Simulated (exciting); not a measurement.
Here is an exciting (release sodium) calculation.

Contents of input.xml:

```xml
<input>
  <title>GePd</title>
  <structure speciespath="./" tshift="false">
    <crystal scale="1">
      <basevect>5.993587657692 0.000000000000 0.000000000000</basevect>
      <basevect>0.000000000000 5.993587657692 0.000000000000</basevect>
      <basevect>0.000000000000 0.000000000000 5.993587657692</basevect>
    </crystal>
    <species speciesfile="Ge.xml" rmt="2">
      <atom coord="0.000000000000 0.000000000000 0.000000000000"/>
    </species>
    <species speciesfile="Pd.xml" rmt="2.3">
      <atom coord="0.500000000000 0.500000000000 0.500000000000"/>
    </species>
  </structure>
  <groundstate do="fromscratch" ngridk="8 8 8" rgkmax="9" gmaxvr="14" lmaxapw="10" lmaxmat="10" lmaxvr="8" xctype="GGA_PBE_SOL" stype="Fermi Dirac" swidth="0.00183747" nempty="14" ValenceRelativity="iora*" epsengy="1e-05" epspot="1e-05" maxscl="60" tforce="true" outputlevel="normal"/>
  <properties>
    <chargedensityplot>
      <plot3d>
        <box grid="16 16 16">
          <origin coord="0 0 0"/>
          <point coord="1 0 0"/>
          <point coord="0 1 0"/>
          <point coord="0 0 1"/>
        </box>
      </plot3d>
    </chargedensityplot>
    <elfplot>
      <plot3d>
        <box grid="16 16 16">
          <origin coord="0 0 0"/>
          <point coord="1 0 0"/>
          <point coord="0 1 0"/>
          <point coord="0 0 1"/>
        </box>
      </plot3d>
    </elfplot>
    <exccplot>
      <plot3d>
        <box grid="16 16 16">
          <origin coord="0 0 0"/>
          <point coord="1 0 0"/>
          <point coord="0 1 0"/>
          <point coord="0 0 1"/>
        </box>
      </plot3d>
    </exccplot>
  </properties>
</input>
```

Potentials or basis: all-electron LAPW+lo, shipped species files, valence relativity iora*.

Command:

```sh
$ OMP_NUM_THREADS=1 exciting_smp
```

**Question.** What does it give for the band gap on the k mesh?

**Answer.** None (metal or under the smearing width).
